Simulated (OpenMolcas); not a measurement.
**Cu⁴⁺ among point charges: CASSCF and CASPT2 levels and susceptibility**

Aim: the splitting of the states of Cu⁴⁺ in the field of 6 point charges, its lowest levels with spin-orbit coupling and its magnetic susceptibility.

Method: state-averaged CASSCF and CASPT2, spin-orbit coupling by RASSI with atomic mean-field integrals. Code: OpenMolcas 26.06.

## 1. The system

```
Species                           : Cu⁴⁺ (copper, Z = 29, 25 electrons)
Basis                             : ANO-RCC-VDZP [5s4p2d1f], 34 functions
Scalar Hamiltonian                : DKH2, point nucleus
Inactive shells                   : 1s 2s 2p 3s 3p
Active space                      : 7 electrons in 5 orbitals (3d)
Some configurations of this space : 3d⁷
Orbitals                          : optimised for each spin and parity, averaged over all roots
```

Outer shells as boxes (Hund's rule):

3d7
```
3d [↑↓][↑↓][↑ ][↑ ][↑ ]
```

The ion sits among 6 point charges of -1.3 e arranged as an octahedron (Oh), 1.65 Å from the ion.

The work runs as a chain of OpenMolcas steps in one folder; each step below is one input file. Labels, J, g values, rates, χT and fits are worked out afterwards by a script from the matrices that RASSI stores. The input lists half of the charges; inversion (Group=XYZ) makes the rest.

## 2. GATEWAY and SEWARD: basis and integrals

The input, a.inp:

```
&GATEWAY
Coord
1

Cu 0.0 0.0 0.0
Basis=ANO-RCC-VDZP
Group=XYZ
NoMove
AngMom=0.0 0.0 0.0
AMFI
XField
3 Angstrom 0
1.650000 0.000000 0.000000 -1.300000
0.000000 1.650000 0.000000 -1.300000
0.000000 0.000000 1.650000 -1.300000
&SEWARD
```

Command:

```sh
$ OMP_NUM_THREADS=1 MOLCAS_MEM=1689 MOLCAS_PROJECT=a pymolcas a.inp > a.log
```

## 3. Reference wave functions, quartets of even parity, 10 roots

The input, a.inp:

```
&RASSCF
FileOrb=start.orb
Symmetry=1
Spin=4
nActEl=7 0 0
Inactive=3 6
Ras2=5 0
CIRoot=10 10 1
SDav=10
CIMx=300
Iter=120 100
PrWF=0.3
OrbListing=Nothing
MaxOrb=0
>>> COPY $Project.JobIph JOB001
```

start.orb holds the contracted functions of the basis, ordered by shell, or the orbitals of the step before.

## 4. Reference wave functions, doublets of even parity, 40 roots

The input, a.inp:

```
&RASSCF
FileOrb=start.orb
Symmetry=1
Spin=2
nActEl=7 0 0
Inactive=3 6
Ras2=5 0
CIRoot=40 40 1
SDav=40
CIMx=300
Iter=120 100
PrWF=0.3
OrbListing=Nothing
MaxOrb=0
>>> COPY $Project.JobIph JOB002
```

## 5. State interaction with spin-orbit coupling

The input, a.inp:

```
&RASSI
NrOfJobIphs=2 10 40
1 2 3 4 5 6 7 8 9 10
1 2 3 4 5 6 7 8 9 10 11 12 13 14 15 16 17 18 19 20 21 22 23 24 25 26 27
28 29 30 31 32 33 34 35 36 37 38 39 40
IphNames
JOB001
JOB002
EJob
SpinOrbit
DIPRint=1.0
SOCoupling=1000.0
Subsets=2
Property=9
'ANGMOM' 1 'ANGMOM' 2 'ANGMOM' 3 'MLTPL  1' 1 'MLTPL  1' 2 'MLTPL  1' 3
'AMFI' 1 'AMFI' 2 'AMFI' 3
SOProperty=3
'ANGMOM' 1 'ANGMOM' 2 'ANGMOM' 3
```

## 6. CASPT2: IPEA 0.25, imaginary shift 0.1 (closed shells correlated: 3s 3p)

The input, a.inp:

```
>>> COPY JOB001 $Project.JobIph
&CASPT2
Multistate=10 1 2 3 4 5 6 7 8 9 10
NoMult
Frozen=2 3
IPEA=0.25
Imaginary=0.1
MaxIter=60
WThr=0.0 0.3 0.05
PrWF=0.5
NoMix
>>> COPY JOB002 $Project.JobIph
&CASPT2
Multistate=40 1 2 3 4 5 6 7 8 9 10 11 12 13 14 15 16 17 18 19 20 21 22
23 24 25 26 27 28 29 30 31 32 33 34 35 36 37 38 39 40
NoMult
Frozen=2 3
IPEA=0.25
Imaginary=0.1
MaxIter=60
WThr=0.0 0.3 0.05
PrWF=0.5
NoMix
```

(Steps that only read results are left out.)

Before running it: what results should come out? Wanted: spin-free ground state; first state of the same spin within the active space; lowest level; next level.

The runs gave:

| quantity | value |
| --- | --- |
| method | SS-CASPT2, IPEA 0.25, imaginary shift 0.1 (closed shells correlated: 3s 3p) |
| spin-free ground state | 4T1, 3-fold in its orbital part |
| first state of the same spin within the active space | 4T2 at 2420 cm⁻¹ |
| lowest level | 2-fold Γ6, g = 4.88, 4.88, 4.88 |
| next level | 492.4 cm⁻¹ |
| χT at 300 K | 4.21 cm³ K/mol |
| effective moment at 300 K | 5.80 μB |

Cost by method:

| method | time of its own steps | time with the reference |
| --- | --- | --- |
| A. CASSCF | 11 s | 11 s |
| B. SS-CASPT2, IPEA 0.25, imaginary shift 0.1, +3s 3p | 3.2 s | 14 s |

Times are of one thread on a shared host.

**Reading.** The spin-free ground state (4T1) comes to 100 % from free-ion F terms and keeps the highest spin of the shell. χT at 300 K is 4.21, against 1.88 cm³ K/mol for the spin alone, so orbital moment adds to it. An active space of the d shell alone favours high spin; real ions in strong fields can be low spin. A ligand-field fit to the states below 45000 cm-1 gives 10Dq = 3182 cm-1, B = 1396 cm-1 and C = 5549 cm-1 (C/B = 3.98), with a deviation of 780 cm-1. CASPT2 does not keep the components of a term degenerate, and the means are used. The field of point charges can differ much from that of real complexes. With metal d orbitals alone active, the gaps between spin states are rough; where two lie within a few thousand cm-1, their order is open. Point charges carry no covalency, so the field is a model and not that of real ligands.
